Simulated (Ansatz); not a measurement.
# SnSe5: the cost of one run

Method: DFT PBE, scalar-relativistic, plane waves, PAW, in Ansatz 0.2.0.

### Step 1. Starting point

Symmetry: F-43m, No. 216, cubic system. Conventional cell: a = 8.798 Å, b = 8.798 Å, c = 8.798 Å, α = 90.00°, β = 90.00°, γ = 90.00°. Around Sn (site symmetry -43m) lie 16 Se at 3.65 to 3.81 Å. Se (site symmetry 3m) has 9 Se at 3.11 to 3.65 Å and 3 Sn at 3.65 Å in its first shell of neighbours. Around Se (site symmetry -43m) lie 12 Se at 3.65 Å and 4 Sn at 3.81 Å.

Structure file:

```cif
data_structure
_symmetry_space_group_name_H-M 'P 1'
_symmetry_Int_Tables_number 1
_cell_length_a 6.2212
_cell_length_b 6.2212
_cell_length_c 6.2212
_cell_angle_alpha 60.000
_cell_angle_beta 60.000
_cell_angle_gamma 60.000
_cell_volume 170.26
loop_
_atom_site_label
_atom_site_type_symbol
_atom_site_fract_x
_atom_site_fract_y
_atom_site_fract_z
_atom_site_occupancy
Sn1 Sn 0.00000 0.00000 0.00000 1
Se1 Se 0.37500 0.37500 0.87500 1
Se2 Se 0.37500 0.87500 0.37500 1
Se3 Se 0.87500 0.37500 0.37500 1
Se4 Se 0.37500 0.37500 0.37500 1
Se5 Se 0.75000 0.75000 0.75000 1
```

Recipe of the guess: species swapped into a database cell of Be5Au (F-43m, No. 216), with Se on the Be sites and Sn on the Au sites. Its size is a rough estimate.

### Step 2. The guess as it stands, on a coarse mesh

Input file input.yaml:

```yaml
crystal:
  lattice:
    - [0.0, 4.3990389, 4.3990389]
    - [4.3990389, 0.0, 4.3990389]
    - [4.3990389, 4.3990389, 0.0]
  atoms:
    - { symbol: Sn, position: [0.0, 0.0, 0.0] }
    - { symbol: Se, position: [0.375, 0.375, 0.875] }
    - { symbol: Se, position: [0.375, 0.875, 0.375] }
    - { symbol: Se, position: [0.875, 0.375, 0.375] }
    - { symbol: Se, position: [0.375, 0.375, 0.375] }
    - { symbol: Se, position: [0.75, 0.75, 0.75] }
basis:
  ecutwfc: 420
kpoints:
  mp_grid: { grid: [4, 4, 4] }
hamiltonian:
  xc: pbe
scf:
  occupations: { method: gaussian, width: 0.1 }
  lower_state_search: "off"
output:
  forces: true
  stress: true
  eigenvalues: true
```

Started as:

```bash
> ansatz run input.yaml --threads 1 --pin off --max-ram 2560MiB --backend cpu --events-out ev --progress --plain --runs-dir out
```

What time and memory should one allow on 1 thread of Intel Xeon Platinum 8488C (Sapphire Rapids), shared host?

About 4 s, with a peak of 0.47 GiB.
